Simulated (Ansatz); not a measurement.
**Li started on a Ga site and Li started on a Ga site in perovskite LaGaO3, 40 atoms, charge 0**

How does the host give way around this defect, and what happens to the levels at the gap? The levels of theory are PBEsol, HSE06 and r²SCAN.

Program: Ansatz 0.2.0, PAW, plane waves. These are calculated values, not measurements.

**1. Starting point**

40 atoms (8 La, 2 Li, 6 Ga, 24 O); a = 7.729 Å, b = 7.729 Å, c = 7.729 Å, α = 90.00°, β = 90.00°, γ = 90.00°. All atoms were shaken off their sites by about 0.02 Å along each axis. Defect site 1: (0.250, 0.250, 0.250). Defect site 2: (0.250, 0.250, 0.750). Starting moments add up to 4 μB.

Steps to follow: (2) PBEsol relaxation at the single k point (¼, ¼, ¼), on 1 × NVIDIA GB200 with 8 threads of Arm Neoverse-V2; (3) HSE06 single point at the single k point (¼, ¼, ¼), on 1 × NVIDIA GB200 with 8 threads of Arm Neoverse-V2; (4) r²SCAN single point at the single k point (¼, ¼, ¼), on 1 × NVIDIA GB200 with 8 threads of Arm Neoverse-V2.

**2. Relaxation of the positions (PBEsol)**

Contents of in.yaml:

```yaml
crystal:
  lattice:
    - [7.729308, 0.000000, 0.000000]
    - [0.000000, 7.729308, 0.000000]
    - [0.000000, 0.000000, 7.729308]
  atoms:
    - { symbol: La, position: [0.995882, 0.002171, 0.998031] }
    - { symbol: La, position: [0.996397, 0.005984, 0.499561] }
    - { symbol: La, position: [0.001409, 0.502058, 0.000364] }
    - { symbol: La, position: [0.000433, 0.499533, 0.497132] }
    - { symbol: La, position: [0.498248, 0.998129, 0.000791] }
    - { symbol: La, position: [0.501586, 0.000337, 0.502296] }
    - { symbol: La, position: [0.502818, 0.496639, 0.999323] }
    - { symbol: La, position: [0.496749, 0.503717, 0.501818] }
    - { symbol: Li, position: [0.249645, 0.247433, 0.247190], spin: 0.333 }
    - { symbol: Li, position: [0.245205, 0.250446, 0.748596], spin: 0.333 }
    - { symbol: Ga, position: [0.250702, 0.754067, 0.249485] }
    - { symbol: Ga, position: [0.244254, 0.751118, 0.747040] }
    - { symbol: Ga, position: [0.746784, 0.247364, 0.249201] }
    - { symbol: Ga, position: [0.751839, 0.247178, 0.753635] }
    - { symbol: Ga, position: [0.748071, 0.748751, 0.250476] }
    - { symbol: Ga, position: [0.748707, 0.746379, 0.749911] }
    - { symbol: O, position: [0.248770, 0.250079, 0.995936], spin: 0.333 }
    - { symbol: O, position: [0.246450, 0.250724, 0.495548], spin: 0.333 }
    - { symbol: O, position: [0.251355, 0.752516, 0.997785] }
    - { symbol: O, position: [0.247665, 0.748066, 0.504411] }
    - { symbol: O, position: [0.748050, 0.245871, 0.000483] }
    - { symbol: O, position: [0.751348, 0.253209, 0.504581] }
    - { symbol: O, position: [0.744193, 0.753177, 0.994184] }
    - { symbol: O, position: [0.754298, 0.751340, 0.499147] }
    - { symbol: O, position: [0.002979, 0.250767, 0.245764], spin: 0.333 }
    - { symbol: O, position: [0.002568, 0.248387, 0.744742], spin: 0.333 }
    - { symbol: O, position: [0.998628, 0.751651, 0.246481] }
    - { symbol: O, position: [0.004282, 0.751016, 0.757298] }
    - { symbol: O, position: [0.501674, 0.250336, 0.249029], spin: 0.333 }
    - { symbol: O, position: [0.505354, 0.248162, 0.747361], spin: 0.333 }
    - { symbol: O, position: [0.503685, 0.750546, 0.255378] }
    - { symbol: O, position: [0.497068, 0.747740, 0.750404] }
    - { symbol: O, position: [0.250335, 0.997146, 0.246197], spin: 0.333 }
    - { symbol: O, position: [0.249381, 0.001801, 0.745411], spin: 0.333 }
    - { symbol: O, position: [0.249127, 0.498007, 0.250125], spin: 0.333 }
    - { symbol: O, position: [0.252296, 0.495924, 0.751726], spin: 0.333 }
    - { symbol: O, position: [0.747801, 0.994334, 0.254889] }
    - { symbol: O, position: [0.749524, 0.998093, 0.748849] }
    - { symbol: O, position: [0.750273, 0.501866, 0.253232] }
    - { symbol: O, position: [0.746068, 0.499461, 0.751803] }
  symmetry: { detect: false }
kpoints:
  mp_grid: { grid: [1, 1, 1], shift: [0.25, 0.25, 0.25] }
hamiltonian:
  xc: pbesol
magnetization:
  spin_polarized: true
scf:
  occupations: { method: fermi_dirac, width: 0.01 }
relax:
  f_tol: 0.03
  max_steps: 80
  escape_saddle: false
  adjacent_minimum: "off"
output:
  forces: true
  eigenvalues: true
  populations: true
```

The run is started by

```sh
> ansatz run in.yaml --threads 8 --pin off --max-ram 118750MiB --runs-dir r --events-out ev --progress --plain --backend cuda --devices 0, --max-vram 170GiB
```

Further steps of the session: HSE06 on the final geometry; Single point with r²SCAN.

Before running it: what results should come out? Wanted: for each run, top filled to lowest empty; moment.

**Answer**, as computed:

```
             level         time  top filled to lowest empty (eV)  moment (μB)
PBEsol, relaxation  9.6 s (GPU)                             0.06         4.00
             HSE06   24 s (GPU)                             0.53         4.00
            r²SCAN  4.1 s (GPU)                             0.08         4.00
```

```
            quantity                             value
          relaxation  9 recorded steps, 2.33 eV gained
       largest shift     0.45 Å (O32 and others alike)
largest local moment                     +0.63 μB on O
```

**What this shows.** Relaxation gains 2.33 eV, with shifts up to 0.45 Å (O32 and others alike). At the same k points, PBEsol gives a spacing 0.47 eV smaller and r²SCAN gives a spacing 0.45 eV smaller than the 0.53 eV of HSE06. In a defect cell this spacing can involve defect levels, so it need not be the gap. The HSE06 single point took about 5.8 times as long as the r²SCAN one on the same kind of device.
